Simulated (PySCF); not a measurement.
# TcF₄: structure of the quartet

Aim: relax TcF₄ as a quartet from a see-saw start, check by its vibrations whether the end is a minimum, and collect its spectrum and constants.

Program: PySCF 2.14.0. Level of theory: PBE0, basis Tc def2-TZVP with ECP28, F def2-TZVP, scalar-relativistic core potentials, no spin–orbit coupling, density fitting. These are calculated values, not measurements.

## (1) Where the work starts

5 atoms, charge 0, spin multiplicity 4.

Bond lengths: Tc1–F2 1.920 Å, Tc1–F3 1.920 Å, Tc1–F4 1.920 Å, Tc1–F5 1.920 Å. Angles: F2–Tc1–F3 170.0°, F2–Tc1–F4 86.9°, F2–Tc1–F5 86.9°, F3–Tc1–F4 86.9°, F3–Tc1–F5 86.9°, F4–Tc1–F5 104.0°.

```xyz
5
charge 0 multiplicity 4
Tc    0.0000    0.0000    0.0000
F     0.0000    1.9127    0.1673
F     0.0000   -1.9127    0.1673
F     1.5130    0.0000    1.1821
F    -1.5130    0.0000    1.1821
```

## (2) Finding the electronic state

One driver script runs all steps and calls PySCF; scf.py shows how it sets up the SCF of each step. The optimiser is the driver's own. After this first run the driver tries any further starts and a stability analysis.

Contents of scf.py:

```python
from pyscf import gto, scf, dft
mol = gto.M(atom='''
Tc     0.000000     0.000000     0.000000
F      0.000000     1.912700     0.167300
F     -0.000000    -1.912700     0.167300
F      1.513000     0.000000     1.182100
F     -1.513000     0.000000     1.182100''',
    basis={'Tc': 'def2-TZVP', 'F': 'def2-TZVP'},
    ecp={'Tc': 'def2-TZVP'},
    charge=0, spin=3)
mf = dft.UKS(mol, xc='PBE0')
mf.grids.atom_grid = (50, 194)
aux = {'Tc': 'def2-universal-JKFIT', 'F': 'def2-universal-JKFIT'}
mf = mf.density_fit(auxbasis=aux)
mf.conv_tol = 1e-08
mf.diis_space = 10
mf.max_cycle = 60
mf.init_guess = 'minao'
mf.verbose = 4
mf.kernel()
```

Launch:

```sh
> OMP_NUM_THREADS=8 python axn.py task.json out
```

Further steps of the session: Relaxing the quartet from the see-saw start; Frequencies.

Q: Predict the outcome of this session. Wanted: minimum; geometry; wavenumbers; dipole moment; highest occupied, lowest empty level; polar-tensor charge of Tc1; zero-point energy; atomisation energy; ⟨S²⟩.

As calculated:

| quantity | value |
| --- | --- |
| minimum | quartet, C2v |
| geometry | Tc–F 1.806 Å (×2), Tc–F 1.873 Å (×2); F–Tc–F 97.1° (×4), F–Tc–F 114.6°, F–Tc–F 153.6° |
| wavenumbers (cm⁻¹) | 36 (a2), 101 (b2), 131 (a1), 174 (a1), 193 (b1), 648 (a1), 666 (b2), 732 (a1), 754 (b1) |
| dipole moment | 1.50 D |
| highest occupied, lowest empty level (either spin) | -8.54, -4.67 eV |
| polar-tensor charge of Tc1 | +2.63 e |
| zero-point energy | 20.5 kJ/mol |
| entropy at 298.15 K | 365.3 J/(mol K) |
| atomisation energy (no zero-point energy) | 1709 kJ/mol |
| ⟨S²⟩ | 3.761 |

In words: The molecule stays C2v, as typed, and the end point is a minimum. In the infrared the band at 666 cm⁻¹ (b2, stretch) leads. Most of the spin sits on Tc1 (Mulliken spin 2.60, against 3 for the whole molecule). Only this shape and spin were tried, so other structures or states may lie lower. One determinant may miss the lowest occupation of an open d or f shell.
